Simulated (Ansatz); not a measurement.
# Ti9Ni: the cost of one run

All numbers below are computed with Ansatz 0.2.0 (DFT PBE, scalar-relativistic, plane waves, PAW).

## (1) The starting structure

The cell holds 20 atoms (Ni2Ti18): a = 7.337 Å, b = 6.939 Å, c = 7.060 Å, α = 89.51°, β = 88.05°, γ = 92.60°.

18 Ti, 2 Ni were thrown into a skewed cell at random, at 1.05 times a reference volume of the solid, and pushed apart as soft spheres.

The coordinates stand in the first input below.

## (2) Langevin stage at 2780 K

The cutoff is lowered while the worst contacts of the packing are taken out. One k point, a Fermi-Dirac width of 0.240 eV and a fixed cell.

The input, input.yaml:

```yaml
crystal:
  lattice:
    - [7.333856, -0.161881, 0.122796]
    - [-0.161881, 6.936748, 0.031559]
    - [0.122796, 0.031559, 7.058407]
  atoms:
    - { symbol: Ti, position: [0.0604041413, 0.3092274059, 0.5460348432] }
    - { symbol: Ti, position: [0.9593543736, 0.0273286734, 0.8296003686] }
    - { symbol: Ti, position: [0.7038513455, 0.1261904438, 0.5090428449] }
    - { symbol: Ti, position: [0.5612860786, 0.5207621801, 0.1025376389] }
    - { symbol: Ti, position: [0.6919910309, 0.9165760988, 0.1565609734] }
    - { symbol: Ti, position: [0.3117515397, 0.0329774124, 0.6601253326] }
    - { symbol: Ti, position: [0.3011535086, 0.8396077982, 0.0062906603] }
    - { symbol: Ti, position: [0.188057784, 0.5451215608, 0.2858580538] }
    - { symbol: Ti, position: [0.3676220896, 0.1784872023, 0.2606942286] }
    - { symbol: Ti, position: [0.435622627, 0.7917099918, 0.4122687432] }
    - { symbol: Ti, position: [0.8921769162, 0.2764622236, 0.1565041694] }
    - { symbol: Ti, position: [0.4576889357, 0.4354967593, 0.5894743586] }
    - { symbol: Ti, position: [0.8046569262, 0.5991997505, 0.4253681447] }
    - { symbol: Ti, position: [0.2186480201, 0.3786263383, 0.9116173693] }
    - { symbol: Ti, position: [0.6334624237, 0.7731053141, 0.7617454606] }
    - { symbol: Ti, position: [0.5755225611, 0.1746167908, 0.9011271984] }
    - { symbol: Ti, position: [0.9433385652, 0.6608613059, 0.0003470047] }
    - { symbol: Ti, position: [0.0446528164, 0.9292439225, 0.3522209399] }
    - { symbol: Ni, position: [0.1284705429, 0.6828544827, 0.6539460395] }
    - { symbol: Ni, position: [0.7961644196, 0.4246141081, 0.7648062059] }
  symmetry: { detect: false }
basis:
  ecutwfc: 320
  xc_grid: 1
kpoints:
  mp_grid: { grid: [1, 1, 1], shift: [0.25, 0.25, 0.25] }
hamiltonian:
  xc: pbe
scf:
  occupations: { method: fermi_dirac, width: 0.2396 }
  lower_state_search: "off"
  convergence: { dr2_threshold: 1.0e-05 }
output:
  forces: true
  stress: true
md:
  timestep: 3.0
  n_steps: 24
  ensemble: nvt_langevin
  friction: 0.03
  temperature: 2780.0
  initial_velocities: maxwell_boltzmann
  seed: 85071
```

Started as:

```sh
> ansatz run input.yaml --threads 2 --pin off --max-ram 5120MiB --backend cpu --events-out ev --progress --plain --runs-dir out
```

**Question.** How long does this run take on 2 threads of Arm Neoverse V2, shared host, and how much memory does it need?

About 63 s, with a peak of 0.54 GiB.
